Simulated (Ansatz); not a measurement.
**AlBrClHO: up Jacob's ladder to CCSD(T)**

The task here is to estimate one member of a computed series from the others.

Method: functionals in def2-TZVPP, the program's frozen cores in correlated methods; program: Ansatz 0.2.0, Gaussian basis.

The runs, in order: LDA (SPW92), PBE-D4, revPBE-D4, BLYP-D4, r2SCAN-D4, B97M-V, PBE0-D4, B3LYP-D4, r2SCANh-D4, r2SCAN0-D4, HSE06-D4, BHLYP-D4, CAM-B3LYP-D4, LC-ωPBE, ωB97X-V, ωB97M-V, B2PLYP, PBE-QIDH; CCSD(T)/def2-SVP; CCSD(T)/def2-TZVPP; MP2/def2-QZVPP; extrapolation to the limit; RPA on PBE.

## Structure used throughout

All runs share one geometry, relaxed beforehand with PBE0-D4 in a triple-zeta def2 set.

SMILES `[OH][Al]([Cl])[Br]`, 5 atoms, charge 0, spin multiplicity 1.

Atoms are counted from 1 here; the program's logs count them from 0.

Bond lengths: O1–Al2 1.678 Å, O1–H5 0.956 Å, Al2–Cl3 2.071 Å, Al2–Br4 2.238 Å. Angles: Al2–O1–H5 122.9°, O1–Al2–Cl3 118.4°, O1–Al2–Br4 121.5°, Cl3–Al2–Br4 120.1°.

Coordinates:

```xyz
5

O     0.3940    1.2329    0.3162
Al    0.0410   -0.3904    0.0816
Cl    0.8951   -1.7784    1.3598
Br   -1.3161   -1.0656   -1.5644
H     0.0360    1.9278   -0.2347
```

Set-up of the first run:

in.yaml

```yaml
crystal:
  periodic: [false, false, false]
  atoms:
    - {symbol: O, position_ang: [0.394020, 1.232904, 0.316205]}
    - {symbol: Al, position_ang: [0.041007, -0.390380, 0.081562]}
    - {symbol: Cl, position_ang: [0.895085, -1.778373, 1.359801]}
    - {symbol: Br, position_ang: [-1.316076, -1.065575, -1.564366]}
    - {symbol: H, position_ang: [0.035963, 1.927824, -0.234702]}
basis:
  gaussian: {orbitals: def2-TZVPP}
hamiltonian: {xc: lda}
output: {orbitals: {seedname: orbitals}}
```

Steps of the session up to this table: LDA; PBE-D4 (GGA); revPBE-D4 (GGA); BLYP-D4 (GGA); r2SCAN-D4 (meta-GGA); B97M-V (meta-GGA); PBE0-D4 (hybrid); B3LYP-D4 (hybrid); r2SCANh-D4 (hybrid); r2SCAN0-D4 (hybrid); HSE06-D4 (hybrid); BHLYP-D4 (hybrid); CAM-B3LYP-D4 (range-separated); LC-ωPBE-D4 (range-separated; the results give it without D4); ωB97X-V (range-separated); ωB97M-V (range-separated); B2PLYP (double hybrid); PBE-QIDH (double hybrid).

One of the session's tables, all rows but one given; the rest of the session is left out.

It belongs to the step «Frontier levels by functional». 

```
  functional  HOMO (eV)  gap (eV)
 LDA (SPW92)      -7.66      5.46
      PBE-D4      -7.49      5.58
   revPBE-D4      -7.43      5.66
     BLYP-D4      -7.30      5.45
   r2SCAN-D4      -7.85      6.39
      B97M-V      -7.89      6.27
     PBE0-D4      -8.83      7.77
    B3LYP-D4      -8.54      7.19
  r2SCANh-D4      -8.33      7.14
  r2SCAN0-D4      -9.07      8.26
    HSE06-D4      -8.43      6.99
    BHLYP-D4      -9.98      9.70
CAM-B3LYP-D4     -10.16     10.00
     LC-ωPBE          ?         ?
     ωB97X-V     -11.20     12.13
     ωB97M-V     -11.05     11.67
```

**Question.** Estimate the row for LC-ωPBE.

**Answer.** HOMO (eV): -11.59; gap (eV): 12.71. In the column «HOMO (eV)» it is the lowest.
